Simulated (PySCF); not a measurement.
# TaOH: structure of the singlet

Where does singlet TaOH go from a linear start, is the end point a minimum, and what are its modes, charges and moments?

Computed with PySCF 2.14.0. Level: PBE0, basis Ta def2-TZVP with ECP60, O def2-TZVP, H def2-TZVP, scalar-relativistic core potentials, no spin–orbit coupling, density fitting.

### 1 The system as given

3 atoms, charge 0, spin multiplicity 1.

Bond lengths: Ta1–O2 1.830 Å, Ta1–H3 1.780 Å. Angles: O2–Ta1–H3 180.0°.

Z-matrix (Å, degrees; charge 0 multiplicity 1):
```
Ta
O  1 1.8300
H  1 1.7800 2 180.00
```

### 2 Finding the electronic state

One driver script runs all steps and calls PySCF; scf.py shows how it sets up the SCF of each step. The optimiser is the driver's own. After this first run the driver tries any further starts and a stability analysis.

Input file scf.py:

```python
from pyscf import gto, scf, dft
mol = gto.M(atom='''
Ta     0.000000     0.000000     0.000000
O      0.000000     0.000000    -1.830000
H      0.000000     0.000000     1.780000''',
    basis={'Ta': 'def2-TZVP', 'O': 'def2-TZVP', 'H': 'def2-TZVP'},
    ecp={'Ta': 'def2-TZVP'},
    charge=0, spin=0)
mf = dft.RKS(mol, xc='PBE0')
mf.grids.atom_grid = (50, 194)
aux = {'Ta': 'def2-universal-JKFIT', 'O': 'def2-universal-JKFIT', 'H': 'def2-universal-JKFIT'}
mf = mf.density_fit(auxbasis=aux)
mf.conv_tol = 1e-08
mf.diis_space = 10
mf.max_cycle = 60
mf.init_guess = 'minao'
mf.verbose = 4
mf.kernel()
```

On the command line:

```sh
$ OMP_NUM_THREADS=2 python axn.py task.json out
```

Log:

```text
init E= -113.810630176542
  HOMO = -0.390170887219355  LUMO = -0.370192457839591  gap/eV = 0.54364
cycle= 1 E= -132.446707185079  delta_E= -18.6  |g|= 0.971  |ddm|=  5.8
cycle= 2 E= -127.059723345357  delta_E= 5.39  |g|= 3.99  |ddm|= 2.37
  HOMO = -0.18472353303158  LUMO = -0.100375562265672  gap/eV = 2.29523
cycle= 3 E= -132.59963828444  delta_E= -5.54  |g|= 0.365  |ddm|= 2.28
  HOMO = -0.263491107513293  LUMO = -0.205130944238749  gap/eV = 1.58806
cycle= 4 E= -132.638279297188  delta_E= -0.0386  |g|= 0.118  |ddm|= 0.768
  HOMO = -0.245570877537904  LUMO = -0.171350988295234  gap/eV = 2.01963
cycle= 5 E= -132.641696300943  delta_E= -0.00342  |g|= 0.0197  |ddm|= 0.175
  HOMO = -0.245497689500123  LUMO = -0.171224084059993  gap/eV = 2.02109
cycle= 6 E= -132.641785576642  delta_E= -8.93e-05  |g|= 0.00762  |ddm|= 0.0206
  HOMO = -0.245223657473691  LUMO = -0.170533181869885  gap/eV = 2.03243
cycle= 7 E= -132.641797433709  delta_E= -1.19e-05  |g|= 0.00109  |ddm|= 0.00492
  HOMO = -0.245208322413148  LUMO = -0.170402566171049  gap/eV = 2.03557
cycle= 8 E= -132.641797604471  delta_E= -1.71e-07  |g|= 0.000689  |ddm|= 0.001
  HOMO = -0.245201801006406  LUMO = -0.170392557035299  gap/eV = 2.03566
cycle= 9 E= -132.641797702751  delta_E= -9.83e-08  |g|= 0.000112  |ddm|= 0.000342
  HOMO = -0.245203100627705  LUMO = -0.1703924161146  gap/eV = 2.03570
cycle= 10 E= -132.641797705564  delta_E= -2.81e-09  |g|= 2.96e-06  |ddm|= 7.78e-05
  HOMO = -0.245203010101196  LUMO = -0.170392240608889  gap/eV = 2.03570
Extra cycle  E= -132.641797705551  delta_E= 1.35e-11  |g|= 8.98e-06  |ddm|= 1.03e-05
converged SCF energy = -132.641797705551
```

This step, with its further starts and checks, needed 6.2 s of wall time on 2 threads of Arm Neoverse V1, shared host.

Energies from each starting density:

```tsv
start	energy (Eh)
the minimal-basis guess	-132.641798
a thermally smeared density	-132.641798
a smeared PBE density	-132.641798
```

The test of internal stability and the other starts found no lower closed-shell solution.

### 3 Relaxation: linear start, singlet

The program finds C∞v symmetry in the start, which this walk keeps. The walk stops when the largest gradient is under 0.0003 Eh/bohr and the energy has settled too.

scf.py: that of step 2 with these lines changed.

```diff
@@ -3,3 +3,3 @@
-Ta     0.000000     0.000000     0.000000
-O      0.000000     0.000000    -1.830000
-H      0.000000     0.000000     1.780000''',
+Ta     0.000000    -0.000000     0.138806
+O      0.000000     0.000000    -1.691194
+H      0.000000    -0.000000     1.918806''',
@@ -16 +15,0 @@
-mf.init_guess = 'minao'
```

Steps of the walk:

```tsv
step	energy (Eh)	change (kJ/mol)	largest symmetric gradient (Eh/bohr)
0	-132.641798	0.00	0.08841
1	-132.648762	-18.29	0.01987
2	-132.650011	-21.56	0.00943
3	-132.650414	-22.62	0.00127
4	-132.650422	-22.64	0.00016
5	-132.650422	-22.64	0.00002
```

The walk took 7.6 s.

Geometry (Å) and forces (eV/Å) at some steps:

```
step 0
Ta   0.000   0.000   0.139   0.000   0.000  -4.546
O    0.000   0.000  -1.691   0.000   0.000   3.199
H    0.000   0.000   1.919   0.000   0.000   1.347
step 1
Ta   0.000   0.000   0.092   0.000   0.000  -0.444
O    0.000   0.000  -1.647   0.000   0.000  -0.577
H    0.000   0.000   1.922   0.000   0.000   1.022
step 3
Ta   0.000   0.000   0.065   0.000   0.000  -0.021
O    0.000   0.000  -1.678   0.000   0.000  -0.044
H    0.000   0.000   1.979   0.000   0.000   0.065
step 5
Ta   0.000   0.000   0.063   0.000   0.000   0.001
O    0.000   0.000  -1.680   0.000   0.000  -0.001
H    0.000   0.000   1.984   0.000   0.000   0.000
```

End point (C∞v, 5 steps, 22.6 kJ/mol gained): Ta–H 1.920 Å, Ta–O 1.744 Å; H–Ta–O 180.0°.

### 4 Frequencies

The point is checked on the finer grid, and tightened if its gradient asks for it. The Hessian and the dipole derivatives come from central differences of analytic gradients, with steps of 0.02 bohr.

scf.py: that of step 3 with these lines changed.

```diff
@@ -3,3 +3,3 @@
-Ta     0.000000    -0.000000     0.138806
-O      0.000000     0.000000    -1.691194
-H      0.000000    -0.000000     1.918806''',
+Ta     0.000000    -0.000000     0.131120
+O     -0.000000     0.000000    -1.612603
+H      0.000000    -0.000000     2.051495''',
@@ -10 +10 @@
-mf.grids.atom_grid = (50, 194)
+mf.grids.atom_grid = (75, 302)
@@ -13 +13 @@
-mf.conv_tol = 1e-08
+mf.conv_tol = 1e-10
```

This SCF starts from the last density.

SCF at the final geometry:

```text
init E= -132.650438090172
  HOMO = -0.236448329373573  LUMO = -0.171125211479468  gap/eV = 1.77753
cycle= 1 E= -132.650438090162  delta_E= 9.61e-12  |g|= 7.54e-06  |ddm|= 6.15e-06
  HOMO = -0.236448641594755  LUMO = -0.171126428841471  gap/eV = 1.77751
Extra cycle  E= -132.650438090052  delta_E= 1.11e-10  |g|= 2.48e-05  |ddm|= 1.74e-05
converged SCF energy = -132.650438090052
```

The whole step took 17 s.

Geometry: C∞v; Ta–H 1.920 Å, Ta–O 1.744 Å; H–Ta–O 180.0°.

Modes, for the most abundant isotopes:

```
symmetry  ω (cm⁻¹)  IR (km/mol)  μ (u)
       π      675i          105   1.10
      σ+       968          236  13.76
      σ+      1604          320   1.03
```

2 modes are imaginary, the largest at 675i cm⁻¹: a saddle point, not a minimum.

Properties at this point:

| Quantity | Value |
| --- | --- |
| Dipole moment | 0.67 D |
| Highest occupied level | -6.43 eV |
| Lowest empty level | -4.66 eV |
| Rotational constants | 0.3444 cm⁻¹ |
| Zero-point energy (real modes) | 15.4 kJ/mol |
| Principal polarisabilities | 54.5, 58.9, 58.9 bohr³ |
| Atomisation energy without zero-point energy | 809 kJ/mol |
| Principal traceless quadrupole moments about the centre of mass | -13.40, 6.70, 6.70 D Å |

Populations by atom (charges in e):

| atom | Mulliken | Löwdin | polar tensor | Mayer order to Ta1 |
| --- | --- | --- | --- | --- |
| Ta1 | 0.64 | 0.61 | 1.08 | – |
| O2 | -0.47 | -0.34 | -0.73 | 2.28 |
| H3 | -0.17 | -0.27 | -0.35 | 0.89 |

Mulliken populations on Ta1 (outside its core potential): s 3.59, p 6.35, d 2.34, f 0.07.

### 5 Leaving the saddle point

The atoms are moved a little along the softest imaginary mode and relaxed again.

The program finds Cs symmetry in the start, which this walk keeps. Threshold on the gradient: 0.0003 Eh/bohr, with a further test on the energy change.

scf.py: that of step 4 with these lines changed.

```diff
@@ -3,3 +3,3 @@
-Ta     0.000000    -0.000000     0.131120
-O     -0.000000     0.000000    -1.612603
-H      0.000000    -0.000000     2.051495''',
+Ta    -0.001404    -0.000002     0.131120
+O      0.008327     0.000011    -1.612603
+H      0.120000     0.000154     2.051495''',
@@ -10 +10 @@
-mf.grids.atom_grid = (75, 302)
+mf.grids.atom_grid = (50, 194)
@@ -13 +13 @@
-mf.conv_tol = 1e-10
+mf.conv_tol = 1e-08
```

Energy and gradient, step by step:

```tsv
step	energy (Eh)	change (kJ/mol)	largest symmetric gradient (Eh/bohr)
0	-132.650908	0.00	0.00816
1	-132.652358	-3.81	0.01605
2	-132.657482	-17.26	0.02657
3	-132.669064	-47.67	0.04177
4	-132.682288	-82.39	0.05231
5	-132.707329	-148.13	0.04901
6	-132.714059	-165.80	0.06048
7	-132.718867	-178.43	0.01918
8	-132.720026	-181.47	0.00312
9	-132.720087	-181.63	0.00055
10	-132.720089	-181.63	0.00005
```

The walk took 16 s.

Positions (Å) and forces (eV/Å) along the way:

```
step 0
Ta  -0.001   0.000   0.131  -0.420  -0.001   0.020
O    0.008   0.000  -1.613   0.222   0.000   0.045
H    0.120   0.000   2.051   0.198   0.000  -0.065
step 1
Ta  -0.043   0.000   0.133  -0.825  -0.001  -0.035
O    0.030   0.000  -1.609   0.433   0.001   0.151
H    0.140   0.000   2.046   0.392   0.001  -0.116
step 5
Ta  -0.625  -0.001   0.127   1.770   0.002  -0.938
O    0.340   0.000  -1.320  -1.196  -0.002   2.520
H    0.411   0.001   1.763  -0.574  -0.001  -1.583
step 10
Ta  -0.699  -0.001   0.166  -0.001   0.000   0.001
O    0.402   0.001  -1.109   0.005   0.000  -0.001
H    0.424   0.001   1.513  -0.004   0.000   0.000
```

It settles in Cs symmetry, 181.6 kJ/mol below the start, after 10 steps: Ta–H 1.753 Å, Ta–O 1.684 Å; H–Ta–O 99.4°.

### 6 Hessian and properties

As before: finer grid, then central differences.

scf.py: that of step 5 with these lines changed.

```diff
@@ -3,3 +3,3 @@
-Ta    -0.001404    -0.000002     0.131120
-O      0.008327     0.000011    -1.612603
-H      0.120000     0.000154     2.051495''',
+Ta    -0.093862    -0.000120     0.096313
+O      1.005122     0.001289    -1.180044
+H      1.027514     0.001318     1.443343''',
@@ -10 +10 @@
-mf.grids.atom_grid = (50, 194)
+mf.grids.atom_grid = (75, 302)
@@ -13 +13 @@
-mf.conv_tol = 1e-08
+mf.conv_tol = 1e-10
```

Log of the central SCF (cycles and frontier levels):

```text
init E= -132.720103026724
  HOMO = -0.204078604169307  LUMO = -0.109790971323078  gap/eV = 2.56570
cycle= 1 E= -132.720103026706  delta_E= 1.77e-11  |g|= 1.01e-05  |ddm|= 1.02e-05
  HOMO = -0.204080152072002  LUMO = -0.109793023419629  gap/eV = 2.56568
cycle= 2 E= -132.720103026531  delta_E= 1.75e-10  |g|= 3.16e-05  |ddm|= 2.35e-05
  HOMO = -0.204079238142473  LUMO = -0.109791851769408  gap/eV = 2.56569
cycle= 3 E= -132.720103026728  delta_E= -1.97e-10  |g|= 1.1e-06  |ddm|= 1.62e-05
  HOMO = -0.204079113971126  LUMO = -0.109791667593666  gap/eV = 2.56569
cycle= 4 E= -132.720103026728  delta_E= 1.42e-13  |g|= 2.02e-07  |ddm|= 1.66e-06
  HOMO = -0.204079162911565  LUMO = -0.10979173609752  gap/eV = 2.56569
Extra cycle  E= -132.720103026725  delta_E= 2.07e-12  |g|= 2.53e-07  |ddm|= 1.14e-06
converged SCF energy = -132.720103026725
```

The whole step needed 29 s of wall time on 2 threads of Arm Neoverse V1, shared host.

Geometry: Cs; Ta–H 1.753 Å, Ta–O 1.684 Å; H–Ta–O 99.5°.

Harmonic modes (main isotopes):

```csv
symmetry,ω (cm⁻¹),IR (km/mol)
a',614,7.4
a',1062,119
a',1913,86.2
```

All wavenumbers are real: a minimum.

Constants and moments:

```
Dipole moment                                                   : 2.91 D
Highest occupied level                                          : -5.55 eV
Lowest empty level                                              : -2.99 eV
Rotational constants                                            : 5.652, 0.4025, 0.3757 cm⁻¹
Zero-point energy                                               : 21.5 kJ/mol
Principal polarisabilities                                      : 60.2, 69.6, 76.5 bohr³
Atomisation energy without zero-point energy                    : 992 kJ/mol
Principal traceless quadrupole moments about the centre of mass : -2.00, -1.27, 3.28 D Å
Entropy at 298.15 K and 1 bar                                   : 261.3 J/(mol K)
Heat capacity Cp at 298.15 K                                    : 38.8 J/(mol K)
Enthalpy at 298.15 K above 0 K                                  : 10.39 kJ/mol
Rotational symmetry number                                      : 1
```

Populations by atom (charges in e):

```
atom  Mulliken  Löwdin  polar tensor  Mayer order to Ta1
 Ta1      0.53    0.36          0.85                   –
  O2     -0.43   -0.24         -0.67                2.33
  H3     -0.10   -0.12         -0.18                0.98
```

Outer orbital energies (eV). occupied: -41.72, -41.31, -25.38, -10.72, -10.58, -10.44, -9.75, -5.55; empty: -2.99, -2.69, -1.78, -1.18.

Mulliken populations on Ta1 (outside its core potential): s 3.42, p 6.28, d 2.71, f 0.06.

### 7 A spin-polarised start

A stability analysis found the closed shell of the lowest minimum unstable towards spin polarisation, so the unrestricted solution is followed.

The program finds Cs symmetry in the start, which may break. Threshold on the gradient: 0.0003 Eh/bohr, with a further test on the energy change.

scf.py: that of step 6 with these lines changed.

```diff
@@ -3,3 +3,3 @@
-Ta    -0.093862    -0.000120     0.096313
-O      1.005122     0.001289    -1.180044
-H      1.027514     0.001318     1.443343''',
+Ta    -0.094510    -0.000121     0.096275
+O      1.004474     0.001288    -1.180082
+H      1.026866     0.001317     1.443305''',
@@ -9,2 +9,2 @@
-mf = dft.RKS(mol, xc='PBE0')
-mf.grids.atom_grid = (75, 302)
+mf = dft.UKS(mol, xc='PBE0')
+mf.grids.atom_grid = (50, 194)
@@ -13 +13 @@
-mf.conv_tol = 1e-10
+mf.conv_tol = 1e-08
```

The optimiser's trace:

```tsv
step	energy (Eh)	change (kJ/mol)	largest gradient (Eh/bohr)
0	-132.731438	0.00	0.00628
1	-132.731613	-0.46	0.00291
2	-132.731683	-0.64	0.00134
3	-132.731685	-0.65	0.00023
```

The walk took 7.3 s.

Positions (Å) and forces (eV/Å) along the way:

```
step 0
Ta  -0.095   0.000   0.096  -0.165   0.000   0.132
O    1.004   0.001  -1.180   0.142   0.000  -0.322
H    1.027   0.001   1.443   0.022   0.000   0.190
step 1
Ta  -0.087   0.000   0.097   0.088   0.000  -0.151
O    1.001   0.001  -1.199  -0.105   0.000   0.035
H    1.023   0.001   1.461   0.017   0.000   0.117
step 2
Ta  -0.076   0.000   0.095   0.024   0.000  -0.070
O    0.994   0.001  -1.215  -0.038   0.000   0.042
H    1.019   0.001   1.480   0.014   0.000   0.028
step 3
Ta  -0.075   0.000   0.094  -0.007   0.000  -0.013
O    0.993   0.001  -1.217   0.001   0.000   0.004
H    1.019   0.001   1.482   0.007   0.000   0.009
```

After 3 steps and 0.6 kJ/mol it ends at Cs: Ta–H 1.767 Å, Ta–O 1.691 Å; H–Ta–O 102.6°.

### 8 Is it a minimum? Harmonic modes

As before: finer grid, then central differences.

scf.py: that of step 7 with these lines changed.

```diff
@@ -3,3 +3,3 @@
-Ta    -0.094510    -0.000121     0.096275
-O      1.004474     0.001288    -1.180082
-H      1.026866     0.001317     1.443305''',
+Ta    -0.091506    -0.000117     0.098538
+O      0.976040     0.001252    -1.212666
+H      1.001646     0.001285     1.487985''',
@@ -10 +10 @@
-mf.grids.atom_grid = (50, 194)
+mf.grids.atom_grid = (75, 302)
@@ -13 +13 @@
-mf.conv_tol = 1e-08
+mf.conv_tol = 1e-10
```

Log of the central SCF (cycles and frontier levels):

```text
init E= -132.731727501748
[... the frontier-level lines of each cycle are left out ...]
cycle= 1 E= -132.731727501747  delta_E= 1.05e-12  |g|= 2.84e-06  |ddm|= 3.55e-06
Extra cycle  E= -132.73172750172  delta_E= 2.79e-11  |g|= 8.71e-06  |ddm|= 6.21e-06
converged SCF energy = -132.73172750172  <S^2> = 0.84397734  2S+1 = 2.0918674
```

The whole step took 50 s.

Geometry: Cs; Ta–H 1.768 Å, Ta–O 1.691 Å; H–Ta–O 102.7°.

Modes, for the most abundant isotopes:

```
ω (cm⁻¹)  IR (km/mol)  μ (u)
     573         15.2   1.09
    1044          146  16.04
    1863          138   1.01
```

All wavenumbers are real: a minimum.

The SCF density has lower symmetry than the nuclear frame, so the modes carry no labels.

Properties at this point:

```
Dipole moment                                                   : 3.59 D
Highest occupied level                                          : -5.81 eV
Lowest empty level                                              : -2.42 eV
Rotational constants                                            : 5.69, 0.3984, 0.3723 cm⁻¹
Zero-point energy                                               : 20.8 kJ/mol
Principal polarisabilities                                      : 54.2, 67.3, 72.1 bohr³
Atomisation energy without zero-point energy                    : 1023 kJ/mol
Principal traceless quadrupole moments about the centre of mass : -2.14, 1.02, 1.12 D Å
Entropy at 298.15 K and 1 bar                                   : 261.7 J/(mol K)
Heat capacity Cp at 298.15 K                                    : 39.3 J/(mol K)
Enthalpy at 298.15 K above 0 K                                  : 10.46 kJ/mol
Rotational symmetry number                                      : 1
Spin squared ⟨S²⟩                                               : 0.844
```

Charges (e) and bond orders:

```csv
atom,Mulliken,Löwdin,polar tensor,spin (Mulliken),Mayer order to Ta1
Ta1,0.58,0.39,0.98,0.00,–
O2,-0.46,-0.26,-0.75,0.00,2.30
H3,-0.12,-0.13,-0.23,0.00,0.98
```

Mulliken populations on Ta1 (outside its core potential): s 3.12, p 6.29, d 2.96, f 0.06.

### 9 The points found, side by side

| spin | group | bonds | imaginary modes (cm⁻¹) | ΔE (kJ/mol) | with zero-point energy |
| --- | --- | --- | --- | --- | --- |
| broken-symmetry (Ms = 0) | Cs (density of lower symmetry) | Ta–H 1.768 Å, Ta–O 1.691 Å | none | 0.0 | 0.0 |
| singlet | Cs | Ta–H 1.753 Å, Ta–O 1.684 Å | none | 30.5 | 31.2 |
| singlet | C∞v | Ta–H 1.920 Å, Ta–O 1.744 Å | 675i, 675i | 213.4 | – |

### 10 Summary of results

```
                                          quantity                                      value
                                           minimum               broken-symmetry (Ms = 0), Cs
                                          geometry  Ta–H 1.768 Å, Ta–O 1.691 Å; H–Ta–O 102.7°
                                wavenumbers (cm⁻¹)                            573, 1044, 1863
                                     dipole moment                                     3.59 D
highest occupied, lowest empty level (either spin)                            -5.81, -2.42 eV
                        polar-tensor charge of Ta1                                    +0.98 e
                                 zero-point energy                                20.8 kJ/mol
                               entropy at 298.15 K                            261.7 J/(mol K)
         atomisation energy (no zero-point energy)                                1023 kJ/mol
                                              ⟨S²⟩                                      0.844
```

**Reading.** The linear start (C∞v) ends in a minimum of Cs symmetry, after a stop at a second-order saddle point 213.4 kJ/mol higher, from which it was pushed off along an imaginary mode. The determinant is spin-contaminated (⟨S²⟩ = 0.84 against 0.00), so it is no pure spin state. In the infrared the band at 1044 cm⁻¹ (stretch) leads. Other starts or spin states, not run here, may lie lower. The SCF density has lower symmetry than the nuclear frame. With an element this heavy the missing spin–orbit coupling can shift these numbers.

The search up to here needed 2.3 min of wall time on 2 threads of Arm Neoverse V1, shared host.
